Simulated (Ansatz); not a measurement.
# B₂H₅NOSi: how energies converge with the basis set

One table from this session's results is given with a row withheld; the runs are named, their logs left out.

Program: Ansatz 0.2.0, Gaussian basis. Level of theory: one geometry, several basis sets. These are calculated values, not measurements.

The runs, in order: PBE0-D4/def2-SVP; ωB97M-V/def2-SVP; PBE0-D4/def2-QZVPP; ωB97M-V/def2-QZVPP; the functionals' def2-TZVPP values are taken from earlier runs.

## The relaxed structure

The geometry comes from an earlier relaxation with PBE0-D4 in a triple-zeta def2 set; it is a stationary point, not always the lowest conformer.

10 atoms, charge 0, spin multiplicity 1.

Atoms are counted from 1 here; the program's logs count them from 0.

Bond lengths: O1–Si2 1.654 Å, O1–H6 0.957 Å, Si2–B3 2.012 Å, Si2–B5 2.014 Å, Si2–H7 1.493 Å, B3–N4 1.431 Å, B3–H8 1.195 Å, N4–B5 1.431 Å, N4–H9 1.012 Å, B5–H10 1.195 Å. Angles: Si2–O1–H6 117.1°, O1–Si2–B3 124.5°, O1–Si2–B5 125.2°, O1–Si2–H7 109.8°, B3–Si2–B5 68.2°, B3–Si2–H7 111.9°, B5–Si2–H7 111.7°, Si2–B3–N4 90.4°, Si2–B3–H8 145.8°, N4–B3–H8 123.4°, B3–N4–B5 104.1°, B3–N4–H9 126.6°, B5–N4–H9 126.6°, Si2–B5–N4 90.4°, Si2–B5–H10 145.9°, N4–B5–H10 123.3°.

Set-up of the first run:

Contents of in.yaml:

```yaml
crystal:
  periodic: [false, false, false]
  atoms:
    - {symbol: O, position_ang: [-0.561935, 0.712232, 2.225398]}
    - {symbol: Si, position_ang: [0.277322, 0.385714, 0.838557]}
    - {symbol: B, position_ang: [0.110706, -1.317293, -0.220323]}
    - {symbol: N, position_ang: [0.056769, -0.567366, -1.437852]}
    - {symbol: B, position_ang: [-0.391057, 0.729083, -1.029666]}
    - {symbol: H, position_ang: [-0.096527, 1.186086, 2.914487]}
    - {symbol: H, position_ang: [1.701491, 0.802926, 0.999429]}
    - {symbol: H, position_ang: [-0.042591, -2.501496, -0.170350]}
    - {symbol: H, position_ang: [0.043885, -0.942687, -2.378038]}
    - {symbol: H, position_ang: [-1.014963, 1.461503, -1.738843]}
basis:
  gaussian: {orbitals: def2-SVP}
hamiltonian: {xc: pbe0, dispersion: d4}
output: {orbitals: {seedname: orbitals}}
```

The run is started by

```
> ansatz run in.yaml --threads 2 --pin off --events-out ev --progress --plain --max-ram 4352MiB
```

Among the steps run: PBE0-D4 in def2-SVP; ωB97M-V in def2-SVP; PBE0-D4 in def2-QZVPP; ωB97M-V in def2-QZVPP.

One of the session's tables, all rows but one given; the rest of the session is left out.

It belongs to the step «Functionals by basis». 

| functional | basis | HOMO (eV) |
| --- | --- | --- |
| PBE0-D4 | def2-SVP | -6.57 |
| PBE0-D4 | def2-TZVPP | -6.67 |
| PBE0-D4 | def2-QZVPP | -6.70 |
| ωB97M-V | def2-SVP | -8.63 |
| ωB97M-V | def2-TZVPP | -8.77 |
| ωB97M-V | def2-QZVPP | ? |

Q: Estimate the row for ωB97M-V, def2-QZVPP from the others.

As computed: HOMO (eV): -8.80. In the column «HOMO (eV)» it is the lowest.
